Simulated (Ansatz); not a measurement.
# AsH4 with multiplicity 2: two geometries relaxed

All numbers below are computed with Ansatz 0.2.0 (UKS B3LYP-D4/def2-SVP).

## 1. The system as given

Bond lengths: As2–H4 1.502 Å, As2–H5 1.504 Å. Angles: H4–As2–H5 89.0°.

Coordinates:

```xyz
5

H    -0.2910   -0.8542   -0.5192
As    0.4440    0.9780   -0.3544
H    -0.6678   -1.7509   -0.5022
H    -0.7108    1.2137    0.5764
H     1.2256    0.4133    0.7993
```

## 2. A restrained relaxation towards end A

Springs on the bonds that form and break draw the guess towards this end; the thresholds are loose.

input.yaml

```yaml
crystal:
  periodic: [false, false, false]
  atoms:
    - { symbol: H, position_ang: [-0.291, -0.8542, -0.5192] }
    - { symbol: As, position_ang: [0.444, 0.978, -0.3544] }
    - { symbol: H, position_ang: [-0.6678, -1.7509, -0.5022] }
    - { symbol: H, position_ang: [-0.7108, 1.2137, 0.5764] }
    - { symbol: H, position_ang: [1.2256, 0.4133, 0.7993] }
magnetization:
  spin_polarized: true
  initial_magnetization: 1
basis:
  gaussian: { orbitals: def2-SVP }
hamiltonian:
  xc: b3lyp
  dispersion: d4
relax:
  f_tol: 0.15
  max_steps: 25
  restrain:
    - { distance: [0, 2], at: 1.92, k: 30.0 }
    - { distance: [1, 0], at: 1.5, k: 30.0 }
output:
  orbitals: {}
```

The run is started by

```bash
> ansatz run input.yaml --threads 1 --pin off --max-ram 2048MiB --backend cpu --events-out ev --progress --plain --runs-dir out
```

Q: Estimate wall time and peak memory on 1 thread of Arm Neoverse N1, shared host.

About 15 s, with a peak of 0.12 GiB.
